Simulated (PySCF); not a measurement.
**C2H8OSSi: electronic excitations and core binding energies**

Wanted: the electronic excitations and core binding energies of C2H8OSSi (`CC[Si@H](O)S`), by calculation.

Programs: PySCF 2.14.0, with density-fitted response routines of our own. Each step states its level of theory. These are calculated values for one molecule in the gas phase, unless marked as measured. Atoms are numbered from 0 throughout.

## (1) The molecule as given

13 atoms, charge 0, multiplicity 1; geometry from: GFN2-xTB.

Bonds of the start (Å): C0–C1 1.52, C1–Si2 1.89, Si2–O3 1.62, Si2–S4 2.16, C0–H5 1.09, C0–H6 1.09, C0–H7 1.09, C1–H8 1.09, C1–H9 1.09, Si2–H10 1.46, O3–H11 0.95, S4–H12 1.32.

## (2) Excited states and response: wB97X-D/def2-SVPD

The job: settings as JSON, then the geometry in Å.

```
{"job": {"kind": "uv", "xc": "wB97X-D", "basis": "def2-SVPD", "nstates": 8, "ntriplets": 3}, "charge": 0, "multiplicity": 1}
C     -1.824594    -0.100367     0.296393
C     -0.613811     0.562500    -0.349671
Si     0.977125    -0.410468    -0.023932
O      1.171987    -0.471079     1.581063
S      2.711553     0.596914    -0.837010
H     -2.726559     0.482698     0.119248
H     -1.976888    -1.097910    -0.108765
H     -1.675490    -0.189688     1.368969
H     -0.787539     0.656270    -1.423227
H     -0.514236     1.578105     0.039675
H      0.974137    -1.752613    -0.600865
H      2.027313    -0.580857     1.989195
H      2.252613     0.726981    -2.068801
```

Method: TDDFT wB97X-D/def2-SVPD, vertical, gas phase, core orbitals frozen in the response.

The run is started by

```sh
$ OMP_NUM_THREADS=1 python probes_run.py task.json out
```

This one command runs all jobs of the session in turn.

**Question.** This job is followed by: delta-SCF UKS SCAN, pcX-2 on the ionised atom, pcseg-1 elsewhere, spin-free X2C. What will the session give for the following? lowest singlet (wB97X-D/def2-SVPD); brightest single state of those computed; lowest triplet; surface potential, 1st and 99th percentile; C1s binding energies, SCAN/pcX-2; Si1s binding energies, SCAN/pcX-2; Si2p binding energies, SCAN/pcX-2; O1s binding energies, SCAN/pcX-2; S1s binding energies, SCAN/pcX-2; S2p binding energies, SCAN/pcX-2.

**Answer**, as computed:

```
                                quantity                        value
      lowest singlet (wB97X-D/def2-SVPD)  6.04 eV (205 nm), f = 0.003
brightest single state of those computed  state 7, 7.96 eV, f = 0.061
                          lowest triplet                      5.74 eV
   surface potential, 1st and 99th percentile           -0.99 V and 2.44 V
        C1s binding energies, SCAN/pcX-2      C0 290.62, C1 290.21 eV
       Si1s binding energies, SCAN/pcX-2               Si2 1847.33 eV
       Si2p binding energies, SCAN/pcX-2                Si2 107.59 eV
        O1s binding energies, SCAN/pcX-2                 O3 538.83 eV
        S1s binding energies, SCAN/pcX-2                S4 2476.79 eV
        S2p binding energies, SCAN/pcX-2                 S4 169.43 eV
```

In words: The lowest singlet, at 6.04 eV, is HOMO→LUMO 0.73, HOMO→LUMO+3 0.10 and is weak; of the 8 states computed, the strongest absorption comes from state 7 at 7.96 eV. The lowest triplet lies 0.30 eV below the lowest singlet (triplets in Tamm-Dancoff, singlets in full TDDFT). C0 (methyl carbon) binds its C1s electron 0.41 eV more tightly than C1 (sp3 CH2 bonded to Si).
